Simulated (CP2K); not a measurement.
# SiSe (P-6m2) in CP2K: reference runs

Aim: a first look at SiSe with PBE, on the cell as given and on a disturbed one.

All numbers are computed with CP2K 2026.2; they aren't measurements. Logs are shortened: lines on timing, memory, paths and dates and some standing lists are left out, and cuts for length are marked.

**1. The crystal as given**

The structure is hexagonal, space group P-6m2 (No. 187). The conventional cell has a = 3.595 Å, b = 3.595 Å, c = 3.599 Å, α = 90.00°, β = 90.00°, γ = 120.00°. Around Si (site symmetry -6m2) lie 6 Se at 2.75 Å. Around Se (site symmetry -6m2) lie 6 Si at 2.75 Å.

The cell was built by a generator and needn't be a form met in nature.

**2. Single point, PBE**

Input file sise_scf.inp:

```
&GLOBAL
  PROJECT sise_scf
  RUN_TYPE ENERGY_FORCE
  PRINT_LEVEL LOW
&END GLOBAL
&FORCE_EVAL
  METHOD QS
  STRESS_TENSOR ANALYTICAL
  &DFT
    BASIS_SET_FILE_NAME BASIS_MOLOPT_UZH
    POTENTIAL_FILE_NAME POTENTIAL_UZH
    &MGRID
      CUTOFF 450
      REL_CUTOFF 60
      NGRIDS 5
    &END MGRID
    &QS
      METHOD GPW
      EPS_DEFAULT 1.0E-10
    &END QS
    &KPOINTS
      SCHEME MONKHORST-PACK 9 9 7
      GAMMA_CENTERED T
      SYMMETRY T
      SYMMETRY_BACKEND SPGLIB
    &END KPOINTS
    &SCF
      SCF_GUESS ATOMIC
      EPS_SCF 1.0E-6
      MAX_SCF 100
      ADDED_MOS 10
      CHOLESKY OFF
      EPS_EIGVAL 1.0E-7
      &DIAGONALIZATION ON
        ALGORITHM STANDARD
      &END DIAGONALIZATION
      &MIXING ON
        METHOD BROYDEN_MIXING
        ALPHA 0.4
        BETA 1.5
        NBUFFER 8
      &END MIXING
      &SMEAR ON
        METHOD FERMI_DIRAC
        ELECTRONIC_TEMPERATURE 580.23
      &END SMEAR
    &END SCF
    &XC
      &XC_FUNCTIONAL
        &GGA_X_PBE
        &END GGA_X_PBE
        &GGA_C_PBE
        &END GGA_C_PBE
      &END XC_FUNCTIONAL
    &END XC
    &PRINT
      &KPOINTS ON
      &END KPOINTS
      &MULLIKEN ON
      &END MULLIKEN
      &MO ON
        ENERGIES T
        OCCUPATION_NUMBERS T
        &EACH
          QS_SCF 0
        &END EACH
        ADD_LAST NUMERIC
      &END MO
      &LOWDIN ON
      &END LOWDIN
      &HIRSHFELD ON
        SHAPE_FUNCTION DENSITY
      &END HIRSHFELD
      &E_DENSITY_CUBE ON
        STRIDE 1
      &END E_DENSITY_CUBE
      &V_HARTREE_CUBE ON
        STRIDE 1
      &END V_HARTREE_CUBE
      &ELF_CUBE ON
        STRIDE 1
      &END ELF_CUBE
    &END PRINT
  &END DFT
  &SUBSYS
    &CELL
      A 3.5952000000 0.0000000000 0.0000000000
      B -1.7976000000 3.1135300000 0.0000000000
      C 0.0000000000 0.0000000000 3.5987300000
      PERIODIC XYZ
    &END CELL
    &COORD
      Si  1.7976179760 1.0378329549 1.7993650000
      Se  0.0000000000 0.0000000000 0.0000000000
    &END COORD
    &KIND Si
      BASIS_SET TZVP-MOLOPT-PBE-GTH-q4
      POTENTIAL GTH-PBE-q4
    &END KIND
    &KIND Se
      BASIS_SET TZVP-MOLOPT-PBE-GTH-q6
      POTENTIAL GTH-PBE-q6
    &END KIND
    &PRINT
      &ATOMIC_COORDINATES ON
      &END ATOMIC_COORDINATES
      &CELL ON
      &END CELL
    &END PRINT
  &END SUBSYS
  &PRINT
    &FORCES ON
    &END FORCES
    &STRESS_TENSOR ON
    &END STRESS_TENSOR
  &END PRINT
&END FORCE_EVAL
```

Potentials or basis: POTENTIAL_UZH Si GTH-PBE-q4, Se GTH-PBE-q6; TZVP-MOLOPT-PBE-GTH basis.

Started as:

```sh
$ OMP_NUM_THREADS=1 cp2k.psmp -i sise_scf.inp -o sise_scf.out
```

sise_scf.out:

```text

 CP2K| version string:                                       CP2K version 2026.2
 CP2K| Input file name                                              sise_scf.inp

 GLOBAL| Force Environment number                                              1
 GLOBAL| Basis set file name                                    BASIS_MOLOPT_UZH
 GLOBAL| Potential file name                                       POTENTIAL_UZH
 GLOBAL| MM Potential file name                                     MM_POTENTIAL
 GLOBAL| Coordinate file name                                      __STD_INPUT__
 GLOBAL| Method name                                                        CP2K
 GLOBAL| Project name                                                   sise_scf
 GLOBAL| Run type                                                   ENERGY_FORCE
 GLOBAL| FFT library                                                       FFTW3
[... 8 lines left out ...]
 GLOBAL| CPU model name                                                  UNKNOWN

 CELL| Volume [angstrom^3]:                                            40.283331
 CELL| Vector a [angstrom]:       3.595     0.000     0.000   |a| =     3.595200
 CELL| Vector b [angstrom]:      -1.798     3.114     0.000   |b| =     3.595196
 CELL| Vector c [angstrom]:       0.000     0.000     3.599   |c| =     3.598730
 CELL| Angle (b,c), alpha [degree]:                                    90.000000
 CELL| Angle (a,c), beta  [degree]:                                    90.000000
 CELL| Angle (a,b), gamma [degree]:                                   120.000036
 CELL| Numerically orthorhombic:                                              NO
 CELL| Periodicity                                                           XYZ

 CELL_REF| Volume [angstrom^3]:                                        40.283331
 CELL_REF| Vector a [angstrom     3.595     0.000     0.000   |a| =     3.595200
 CELL_REF| Vector b [angstrom    -1.798     3.114     0.000   |b| =     3.595196
 CELL_REF| Vector c [angstrom     0.000     0.000     3.599   |c| =     3.598730
 CELL_REF| Angle (b,c), alpha [degree]:                                90.000000
 CELL_REF| Angle (a,c), beta  [degree]:                                90.000000
 CELL_REF| Angle (a,b), gamma [degree]:                               120.000036
 CELL_REF| Numerically orthorhombic:                                          NO
 CELL_REF| Periodicity                                                       XYZ
[... 9 lines left out ...]
 TOTAL NUMBERS AND MAXIMUM NUMBERS

  Total number of            - Atomic kinds:                                   2
                             - Atoms:                                          2
                             - Shell sets:                                     2
                             - Shells:                                        14
                             - Primitive Cartesian functions:                  8
                             - Cartesian basis functions:                     36
                             - Spherical basis functions:                     34

  Maximum angular momentum of- Orbital basis functions:                        2
                             - Local part of the GTH pseudopotential:          0
                             - Non-local part of the GTH pseudopotential:      4

 MODULE QUICKSTEP: ATOMIC COORDINATES IN ANGSTROM

   Atom Kind Element         X             Y             Z       Z(eff)     Mass
      1    1 Si   14      1.797618      1.037833      1.799365   4.0000  28.0855
      2    2 Se   34      0.000000      0.000000      0.000000   6.0000  78.9600

 SCF PARAMETERS         Density guess:                                    ATOMIC
                        --------------------------------------------------------
                        max_scf:                                             100
[... 7 lines left out ...]
                        --------------------------------------------------------
                        level_shift [a.u.]:                             0.000000
                        added MOs                                        10    0
                        --------------------------------------------------------
                        Mixing method:                            BROYDEN_MIXING
                                                charge density mixing in g-space
                        --------------------------------------------------------
                        Smear method:                                FERMI_DIRAC
                        Electronic temperature [K]:                        580.2
                        Electronic temperature [a.u.]:                  1.84E-03
                        Accuracy threshold:                             1.00E-10
                        --------------------------------------------------------
                        No outer SCF

 *******************************************************************************
[... 68 lines left out ...]
     1 NoMix/Diag. 0.40E+00    1.9     0.59372600       -13.5014274858 -1.35E+01
     2 Broy./Diag. 0.40E+00    1.6     0.02871572       -13.3369406339  1.64E-01
     3 Broy./Diag. 0.40E+00    1.6     0.06746664       -13.3287017841  8.24E-03
     4 Broy./Diag. 0.40E+00    1.6     0.01109997       -13.3605567669 -3.19E-02
     5 Broy./Diag. 0.40E+00    1.6     0.00510730       -13.3402624682  2.03E-02
     6 Broy./Diag. 0.40E+00    1.6     0.00183235       -13.3414449602 -1.18E-03
     7 Broy./Diag. 0.40E+00    1.6     0.00075471       -13.3409895779  4.55E-04
     8 Broy./Diag. 0.40E+00    1.6     0.00045040       -13.3437143239 -2.72E-03
     9 Broy./Diag. 0.40E+00    1.6     0.00006658       -13.3441123263 -3.98E-04
    10 Broy./Diag. 0.40E+00    1.6     0.00004603       -13.3442493998 -1.37E-04
    11 Broy./Diag. 0.40E+00    1.6     0.00000529       -13.3442340550  1.53E-05
    12 Broy./Diag. 0.40E+00    1.6     0.00000447       -13.3442281188  5.94E-06
    13 Broy./Diag. 0.40E+00    1.6     0.00000082       -13.3442267346  1.38E-06

  *** SCF run converged in    13 steps ***

  Electronic density on regular grids:        -10.0000000000       -0.0000000000
  Core density on regular grids:                9.9999999982       -0.0000000018
  Total charge density on r-space grids:       -0.0000000019
  Total charge density g-space grids:          -0.0000000019

  Overlap energy of the core charge distribution:               0.00000000000037
  Self energy of the core charge distribution:                -30.15380963008206
  Core Hamiltonian energy:                                      6.56532927407198
  Hartree energy:                                              13.47957515055301
  Exchange-correlation energy:                                 -3.23506151000111
  Electronic entropic energy:                                  -0.00026001927161
  Fermi energy:                                                 0.23869885136748

  Total energy:                                               -13.34422673462228
  Total energy (extrapolated to T->0):                        -13.34409672498648

 MO| EIGENVALUES AND OCCUPATION NUMBERS FOR K POINT 1
 MO|
 MO|  Index      Eigenvalue [a.u.]        Eigenvalue [eV]             Occupation
 MO|      1              -0.238607              -6.492840               2.000000
 MO|      2              -0.029549              -0.804081               2.000000
 MO|      3               0.009664               0.262982               2.000000
 MO|      4               0.055820               1.518944               2.000000
 MO|      5               0.136115               3.703873               2.000000
 MO|      6               0.236898               6.446315               1.454304
 MO|      7               0.353543               9.620383               0.000000
 MO|      8               0.404634              11.010658               0.000000
 MO|      9               0.642754              17.490235               0.000000
 MO|     10               0.657539              17.892553               0.000000
 MO|     11               0.781330              21.261057               0.000000
 MO|     12               0.792546              21.566270               0.000000
 MO|     13               0.822195              22.373051               0.000000
[... 271 lines left out ...]
 MO|      5               0.124781               3.395470               2.000000
 MO|      6               0.282234               7.679977               0.000000
 MO|      7               0.321175               8.739615               0.000000
 MO|      8               0.433123              11.785864               0.000000
 MO|      9               0.560772              15.259378               0.000000
 MO|     10               0.635838              17.302021               0.000000
 MO|     11               0.715707              19.475371               0.000000
 MO|     12               0.741346              20.173059               0.000000
 MO|     13               0.815316              22.185876               0.000000
 MO|     14               0.878092              23.894091               0.000000
 MO|     15               0.888620              24.180592               0.000000
 MO| Sum:                                                              10.000000
 MO| E(Fermi):            0.238699 a.u.          6.495326 eV
 MO| Band gap:            0.157453 a.u.          4.284507 eV

 [... the levels of further k-points ...]

 The electron density is written in Cube    file format to the file:

 sise_scf-ELECTRON_DENSITY-1_0.cube

 !-----------------------------------------------------------------------------!
                     Mulliken Population Analysis

 #  Atom  Element  Kind  Atomic population                           Net charge
       1     Si       1          3.827844                              0.172156
       2     Se       2          6.172156                             -0.172156
 # Total charge                             10.000000                  0.000000

 !-----------------------------------------------------------------------------!

 !-----------------------------------------------------------------------------!
                           Hirshfeld Charges

  #Atom  Element  Kind  Ref Charge     Population                    Net charge
      1       Si     1       4.000          3.924                         0.076
      2       Se     2       6.000          6.076                        -0.076

  Total Charge                                                           -0.000
 !-----------------------------------------------------------------------------!

 LOWDIN POPULATION ANALYSIS

 #  Atom  Element  Kind  Atomic population                           Net charge
       1     Si       1          4.026742                             -0.026742
       2     Se       2          5.973258                              0.026742
 # Total charge                             10.000000                  0.000000

               ----- ELF is computed on the real space grid -----

 ELF is written in Cube    file format to the file:

 sise_scf-ELF_S1-1_0.cube

 ENERGY| Total FORCE_EVAL ( QS ) energy [hartree]            -13.344227381976701

 FORCES| Atomic forces [hartree/bohr]
 FORCES|   Atom     x               y               z               |f|
 FORCES|      1 -4.95503208E-07  2.77168993E-07 -1.25121367E-15   5.67755299E-07
 FORCES|      2  4.96500532E-07 -2.77733979E-07  2.60952184E-15   5.68901521E-07
 FORCES| Sum     9.97323850E-10 -5.64986271E-10  1.35830817E-15
 FORCES| Total atomic force                                       1.14623922E-09

 STRESS| Analytical stress tensor [bar]
 STRESS|                        x                   y                   z
 STRESS|      x        6.63902586271E+03  -2.34862309017E-01   2.28735713320E-09
 STRESS|      y       -2.34862309017E-01   6.63827603588E+03  -3.34067652051E-09
 STRESS|      z        2.28735713320E-09  -3.34067652051E-09   1.09279136100E+04
 STRESS| 1/3 Trace                                             8.06840516955E+03
 STRESS| Determinant                                           4.81611579780E+11

 STRESS| Eigenvectors and eigenvalues of the analytical stress tensor [bar]
 STRESS|                        1                   2                   3
 STRESS| Eigenvalues   6.63820854634E+03   6.63909335225E+03   1.09279136100E+04
 STRESS|      x           0.276181269122      0.961105564746      0.000000000001
 STRESS|      y           0.961105564746     -0.276181269122     -0.000000000001
 STRESS|      z           0.000000000001     -0.000000000001      1.000000000000
```

It took 27 s on 1 thread of Arm Neoverse V1, shared host; peak memory 0.24 GiB.

What came out:

* Free energy: -363.1149 eV
* Pressure: 0.8 GPa
* Band gap on the k mesh: none (metal or under the smearing width)
* Mulliken charges: Si +0.17; Se -0.17 e
* Hirshfeld charges: Si +0.08; Se -0.08 e

Caveat: Mulliken charges move with the basis; the basis of atomic orbitals isn't converged, which shifts pressures, moduli and gaps.

**3. Single point, PBE (atoms moved at random, drawn with an rms of 0.05 Å)**

sise_scf.inp, as its differences from that of step 2:

```diff
@@ -14,3 +14,3 @@
       REL_CUTOFF 60
-      NGRIDS 5
+      NGRIDS 4
     &END MGRID
@@ -44,3 +44,3 @@
         METHOD FERMI_DIRAC
-        ELECTRONIC_TEMPERATURE 580.23
+        ELECTRONIC_TEMPERATURE [K] 580.226
       &END SMEAR
@@ -73,11 +73,2 @@
       &END HIRSHFELD
-      &E_DENSITY_CUBE ON
-        STRIDE 1
-      &END E_DENSITY_CUBE
-      &V_HARTREE_CUBE ON
-        STRIDE 1
-      &END V_HARTREE_CUBE
-      &ELF_CUBE ON
-        STRIDE 1
-      &END ELF_CUBE
     &END PRINT
@@ -86,5 +77,4 @@
     &CELL
-      A 3.5952000000 0.0000000000 0.0000000000
-      B -1.7976000000 3.1135300000 0.0000000000
-      C 0.0000000000 0.0000000000 3.5987300000
+      ABC 3.5952000000 3.5951960754 3.5987300000
+      ALPHA_BETA_GAMMA 90.0000000000 90.0000000000 120.0000361102
       PERIODIC XYZ
@@ -92,4 +82,5 @@
     &COORD
-      Si  1.7976179760 1.0378329549 1.7993650000
-      Se  0.0000000000 0.0000000000 0.0000000000
+      SCALED
+      Si  0.6609040000 0.3391970000 0.4980790000
+      Se  0.0048590000 -0.0027150000 0.0001690000
     &END COORD
```

Potentials or basis: POTENTIAL_UZH Si GTH-PBE-q4, Se GTH-PBE-q6; TZVP-MOLOPT-PBE-GTH basis.

Started as:

```sh
$ OMP_NUM_THREADS=1 cp2k.psmp -i sise_scf.inp -o sise_scf.out
```

sise_scf.out:

```text

 CP2K| version string:                                       CP2K version 2026.2
 CP2K| Input file name                                              sise_scf.inp

 GLOBAL| Force Environment number                                              1
 GLOBAL| Basis set file name                                    BASIS_MOLOPT_UZH
 GLOBAL| Potential file name                                       POTENTIAL_UZH
 GLOBAL| MM Potential file name                                     MM_POTENTIAL
 GLOBAL| Coordinate file name                                      __STD_INPUT__
 GLOBAL| Method name                                                        CP2K
 GLOBAL| Project name                                                   sise_scf
 GLOBAL| Run type                                                   ENERGY_FORCE
 GLOBAL| FFT library                                                       FFTW3
[... 8 lines left out ...]
 GLOBAL| CPU model name                                                  UNKNOWN

 CELL| Volume [angstrom^3]:                                            40.283331
 CELL| Vector a [angstrom]:       3.595     0.000     0.000   |a| =     3.595200
 CELL| Vector b [angstrom]:      -1.798     3.114     0.000   |b| =     3.595196
[... 497 lines left out ...]
       1     Si       1          4.027051                             -0.027051
       2     Se       2          5.972949                              0.027051
 # Total charge                             10.000000                 -0.000000

 ENERGY| Total FORCE_EVAL ( QS ) energy [hartree]            -13.344135564407670

 FORCES| Atomic forces [hartree/bohr]
 FORCES|   Atom     x               y               z               |f|
 FORCES|      1  1.50764842E-03 -7.64393485E-04 -5.02390676E-04   1.76343346E-03
 FORCES|      2 -1.50670393E-03  7.62765394E-04  5.02306541E-04   1.76189660E-03
 FORCES| Sum     9.44492699E-07 -1.62809177E-06 -8.41351096E-08
 FORCES| Total atomic force                                       1.88409872E-06

 STRESS| Analytical stress tensor [bar]
 STRESS|                        x                   y                   z
 STRESS|      x        6.59394635582E+03   9.77714386912E+02   2.80935546062E+02
 STRESS|      y        9.77714386912E+02   7.67178773296E+03  -1.36225710337E+02
 STRESS|      z        2.80935546062E+02  -1.36225710337E+02   1.15713533893E+04
 STRESS| 1/3 Trace                                             8.61236249269E+03
 STRESS| Determinant                                           5.73500134797E+11

 STRESS| Eigenvectors and eigenvalues of the analytical stress tensor [bar]
 STRESS|                        1                   2                   3
 STRESS| Eigenvalues   5.99908402933E+03   8.24907799694E+03   1.15889254518E+04
 STRESS|      x           0.860007765093      0.507635422422      0.051893370309
 STRESS|      y          -0.507225377399      0.861538460300     -0.021769197189
 STRESS|      z          -0.055758949966     -0.007599955717      0.998415334504
```

Run time: 30 s. Hardware: 1 thread of Arm Neoverse V1, shared host; peak memory 0.25 GiB.

What came out:

* Free energy: -363.1124 eV
* Pressure: 0.9 GPa
* Largest force: 0.091 eV/Å
* Band gap on the k mesh: none (metal or under the smearing width)
* Mulliken charges: Si +0.17; Se -0.17 e
* Hirshfeld charges: Si +0.07; Se -0.07 e

Forces on the atoms (eV/Å):
```
Si   0.078 -0.039 -0.026
Se  -0.077  0.039  0.026
```

Caveat: Mulliken charges move with the basis; the basis of atomic orbitals isn't converged, which shifts pressures, moduli and gaps.
